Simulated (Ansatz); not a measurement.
# CH₇AsSi: small, medium and large basis sets

An exercise on one series of results from a longer session: the logs are not shown, and one member is left open.

Program: Ansatz 0.2.0, Gaussian basis. Level of theory: one geometry, several basis sets. These are calculated values, not measurements.

Levels to be run: PBE0-D4/def2-SVP; ωB97M-V/def2-SVP; PBE0-D4/def2-QZVPP; ωB97M-V/def2-QZVPP; the functionals' def2-TZVPP values are taken from earlier runs.

**Structure used throughout**

The geometry comes from an earlier relaxation with PBE0-D4 in a triple-zeta def2 set; it is a stationary point, not always the lowest conformer.

SMILES `C[AsH][SiH3]`, 10 atoms, charge 0, spin multiplicity 1.

Atoms are counted from 1 here; the program's logs count them from 0.

Bond lengths: C1–As2 1.980 Å, C1–H4 1.090 Å, C1–H5 1.089 Å, C1–H6 1.090 Å, As2–Si3 2.360 Å, As2–H7 1.525 Å, Si3–H8 1.488 Å, Si3–H9 1.489 Å, Si3–H10 1.487 Å. Angles: As2–C1–H4 108.4°, As2–C1–H5 112.6°, As2–C1–H6 108.2°, H4–C1–H5 109.6°, H4–C1–H6 108.5°, H5–C1–H6 109.5°, C1–As2–Si3 96.1°, C1–As2–H7 96.2°, Si3–As2–H7 92.0°, As2–Si3–H8 108.4°, As2–Si3–H9 112.3°, As2–Si3–H10 109.8°, H8–Si3–H9 108.3°, H8–Si3–H10 108.8°, H9–Si3–H10 109.2°.

Set-up of the first run:

The input, in.yaml:

```yaml
crystal:
  periodic: [false, false, false]
  atoms:
    - {symbol: C, position_ang: [-1.363795, 0.636702, -0.600752]}
    - {symbol: As, position_ang: [0.223342, -0.338955, -1.271884]}
    - {symbol: Si, position_ang: [1.138537, -0.819282, 0.850177]}
    - {symbol: H, position_ang: [-1.834263, 1.146620, -1.441318]}
    - {symbol: H, position_ang: [-1.113665, 1.361618, 0.172015]}
    - {symbol: H, position_ang: [-2.067794, -0.093022, -0.199965]}
    - {symbol: H, position_ang: [1.113519, 0.888245, -1.436391]}
    - {symbol: H, position_ang: [0.305905, -1.871607, 1.492912]}
    - {symbol: H, position_ang: [1.156592, 0.372879, 1.741893]}
    - {symbol: H, position_ang: [2.524622, -1.334396, 0.696112]}
basis:
  gaussian: {orbitals: def2-SVP}
hamiltonian: {xc: pbe0, dispersion: d4}
output: {orbitals: {seedname: orbitals}}
```

The run is started by

```bash
> ansatz run in.yaml --threads 4 --pin off --events-out ev --progress --plain --max-ram 10444MiB
```

Among the steps run: PBE0-D4 in def2-SVP; ωB97M-V in def2-SVP; PBE0-D4 in def2-QZVPP; ωB97M-V in def2-QZVPP.

One table of the session follows, with a row left open; its other results are not shown here.

It belongs to the step «Functionals by basis». 

```
functional       basis  HOMO (eV)  LUMO (eV)
   PBE0-D4    def2-SVP      -7.03       0.40
   PBE0-D4  def2-TZVPP      -7.04       0.09
   PBE0-D4  def2-QZVPP      -7.07      -0.12
   ωB97M-V    def2-SVP          ?          ?
   ωB97M-V  def2-TZVPP      -9.12       1.75
   ωB97M-V  def2-QZVPP      -9.15       1.30
```

**Question.** Estimate the row for ωB97M-V, def2-SVP.

**Answer.** HOMO (eV): -9.09; LUMO (eV): 2.25. In the column «HOMO (eV)» it lies between ωB97M-V, def2-TZVPP (-9.12) and PBE0-D4, def2-QZVPP (-7.07).
